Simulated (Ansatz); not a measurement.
# Zn2CdO3: from a guess to a relaxed structure

Aim: relax a trial structure of Zn2CdO3 and see where it ends.

Program: Ansatz 0.2.0. Level of theory: DFT PBE, scalar-relativistic, plane waves, PAW. These are calculated values, not measurements.

1 further run of the same task is left out (for a known fault of the program).

## Step 1: The system as given

Symmetry: P6_3/mmc, No. 194, hexagonal system. Conventional cell: a = 5.201 Å, b = 5.201 Å, c = 6.061 Å, α = 90.00°, β = 90.00°, γ = 120.00°. Zn (site symmetry -6m2) has 6 O at 2.61 Å in its first shell of neighbours. Zn (site symmetry -3m) is surrounded by 6 O at 2.29 Å. Cd (site symmetry -6m2) is surrounded by 3 O at 1.29 Å. O (site symmetry mm2) has 1 Cd at 1.29 Å in its first shell of neighbours.

As a file:

```xyz
12
Lattice="5.2010 0.0000 0.0000 -2.6005 4.5042 0.0000 0.0000 0.0000 6.0615" Properties=species:S:1:pos:R:3 pbc="T T T"
Zn    0.0000    3.0028    1.5154
Zn    2.6005    1.5014    4.5461
Zn    0.0000    0.0000    3.0307
Zn    0.0000    0.0000    0.0000
Cd    2.6005    1.5014    1.5154
Cd    0.0000    3.0028    4.5461
O     2.6005    2.7893    1.5154
O     0.0000    1.7149    4.5461
O    -1.1153    3.6467    4.5461
O     1.4852    0.8575    1.5154
O     3.7158    0.8575    1.5154
O     1.1153    3.6467    4.5461
```

Recipe of the guess: species swapped into a database cell of Na2CO3 (P6_3/mmc, No. 194), with Zn on the Na sites and Cd on the C sites. The dimensions are guesses.

## Step 2: A first look at the guess

Input file input.yaml:

```yaml
crystal:
  lattice:
    - [5.20096917, 0.0, 0.0]
    - [-2.60048459, 4.50417143, 0.0]
    - [0.0, 0.0, 6.06146841]
  atoms:
    - { symbol: Zn, position: [0.33333333, 0.66666667, 0.25] }
    - { symbol: Zn, position: [0.66666667, 0.33333333, 0.75] }
    - { symbol: Zn, position: [0.0, 0.0, 0.5] }
    - { symbol: Zn, position: [0.0, 0.0, 0.0] }
    - { symbol: Cd, position: [0.66666667, 0.33333333, 0.25] }
    - { symbol: Cd, position: [0.33333333, 0.66666667, 0.75] }
    - { symbol: O, position: [0.80963159, 0.61926317, 0.25] }
    - { symbol: O, position: [0.19036841, 0.38073683, 0.75] }
    - { symbol: O, position: [0.19036841, 0.80963159, 0.75] }
    - { symbol: O, position: [0.38073683, 0.19036841, 0.25] }
    - { symbol: O, position: [0.80963159, 0.19036841, 0.25] }
    - { symbol: O, position: [0.61926317, 0.80963159, 0.75] }
basis:
  ecutwfc: 420
kpoints:
  mp_grid: { grid: [6, 6, 4] }
hamiltonian:
  xc: pbe
scf:
  occupations: { method: gaussian, width: 0.1 }
  lower_state_search: "off"
output:
  forces: true
  stress: true
  eigenvalues: true
```

Run with:

```sh
> ansatz run input.yaml --threads 1 --pin off --max-ram 2560MiB --backend cpu --events-out ev --progress --plain --runs-dir out
```

The session goes on with these runs: spin check on a coarse mesh; coarse relaxation; final relaxation.

**Question.** What will these runs give? Wanted: conventional cell; volume; energy over the elements; gap on the mesh; total moment.

The runs gave:

| quantity | value |
| --- | --- |
| symmetry at the end (tolerance 0.05 Å) | space group P6_3/mmc (No. 194) |
| conventional cell | a = 6.119 Å, b = 6.119 Å, c = 5.763 Å, α = 90.00°, β = 90.00°, γ = 120.00° |
| volume | 15.57 Å³/atom |
| energy over the elements (uncorrected; H, N, O, F and Cl as molecules) | -0.28 eV/atom |
| gap on the mesh | none (metal) |
| total moment | 2.20 μB/cell |

The space group P6_3/mmc (No. 194) is kept, and the volume per atom grows by 31.6 % from the first guess. A negative formation energy is needed for stability but isn't enough; other structures and compounds were not set against it here. No finished test with a distortion of lower symmetry is shown, so the end may be a saddle point. Where forces pass 15 eV/Å atoms stand far too close, the PAW spheres overlap strongly and those numbers are rough. Other magnetic orders were not searched.
